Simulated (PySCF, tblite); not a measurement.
# C₇H₁₀NP: geometry, infrared bands and NMR shifts

Aim: predict the infrared bands and NMR shifts of C₇H₁₀NP (`CC(C)c1ncccp1`).

Programs: tblite 0.8.0 and PySCF 2.14.0, with density-fitted response routines of our own. Each step states its level of theory. These are calculated values for one molecule in the gas phase, unless marked as measured. Atoms are numbered from 0 throughout.

## 1. The starting structure

19 atoms, charge 0, multiplicity 1; geometry from: force field or distance geometry start.

Bonds of the start (Å): C0–C1 1.52, C1–C2 1.54, C1–C3 1.52, C3–N4 1.36, N4–C5 1.35, C5–C6 1.39, C6–C7 1.39, C7–P8 1.83, P8–C3 1.86, C0–H9 1.09, C0–H10 1.11, C0–H11 1.09, C1–H12 1.11, C2–H13 1.09, C2–H14 1.08, C2–H15 1.11, C5–H16 1.09, C6–H17 1.09, C7–H18 1.08.

## 2. Optimising the geometry with GFN2-xTB

Job settings and geometry (Å):

```
{"job": {"kind": "relax", "xc": "GFN2-xTB", "basis": "xTB"}, "charge": 0, "multiplicity": 1}
C     -1.906900     0.697800    -1.095500
C     -1.434900     0.225400     0.264700
C     -1.958400    -1.181400     0.585900
C      0.081000     0.249900     0.337000
N      0.770600    -0.552100    -0.513500
C      2.123000    -0.618000    -0.556400
C      3.044900     0.067600     0.234700
C      2.663000     0.959700     1.228100
P      0.908400     1.332700     1.597100
H     -1.581900     0.038100    -1.896000
H     -3.012800     0.732700    -1.127900
H     -1.545900     1.704400    -1.310500
H     -1.846800     0.906000     1.037600
H     -1.627500    -1.519400     1.565500
H     -1.635200    -1.905600    -0.154300
H     -3.065700    -1.178100     0.594600
H      2.503700    -1.301900    -1.309300
H      4.103800    -0.117000     0.074300
H      3.407700     1.468500     1.824700
```

The run is started by

```console
OMP_NUM_THREADS=1 python probes_run.py task.json out
```

This one command runs all jobs of the session in turn.

**Question.** This job is followed by: GFN2-xTB harmonic vibrations, gas phase; GIAO PBE0/pcSseg-1 NMR shielding, non-relativistic, gas phase. Predict these results of the whole session: strongest single infrared mode (GFN2-xTB); zero-point energy (GFN2-xTB); 13C shifts against TMS (PBE0/pcSseg-1, means over atoms taken as alike); 1H shifts against TMS (PBE0/pcSseg-1, means over atoms taken as alike); 15N shifts against NH3 (PBE0/pcSseg-1); 31P shifts against H3PO4 (PBE0/pcSseg-1); surface potential, 1st and 99th percentile.

As calculated:

| quantity | value |
| --- | --- |
| strongest single infrared mode (GFN2-xTB) | 3035 cm⁻¹, 82 km/mol |
| zero-point energy (GFN2-xTB) | 96.0 kcal/mol |
| 13C shifts against TMS (PBE0/pcSseg-1, means over atoms taken as alike) | 216.4, 178.2, 151.9, 126.9, 46.5, 26.4 ppm |
| 1H shifts against TMS (PBE0/pcSseg-1, means over atoms taken as alike) | 9.63, 9.09, 7.57, 3.50, 1.47 ppm |
| 15N shifts against NH3 (PBE0/pcSseg-1) | 361.6 ppm |
| 31P shifts against H3PO4 (PBE0/pcSseg-1) | 209.4 ppm |
| surface potential, 1st and 99th percentile | -1.25 V and 1.05 V |

What this shows: Relaxing lowered the energy by 0.400 eV in 43 steps; the close pair that moved most is C3–P8, from 1.856 to 1.761 Å. All 51 modes are real, so the xTB geometry is a minimum. Unscaled tight-binding wavenumbers are off by several per cent, some by more. Its intensities can rank the bands wrongly. At PBE0/pcSseg-1: The largest span, 737 ppm, is at N4, where the paramagnetic term is -427 ppm. NICS(1)zz of -25 ppm above the planar ring from C3 marks a diatropic (aromatic) ring current. At PBE0/pcSseg-1, counted by nearest atom on the grid, the HOMO lies on N4 45 %; P8 23 %, the LUMO on P8 37 %; C5, C7 about 18 % each.
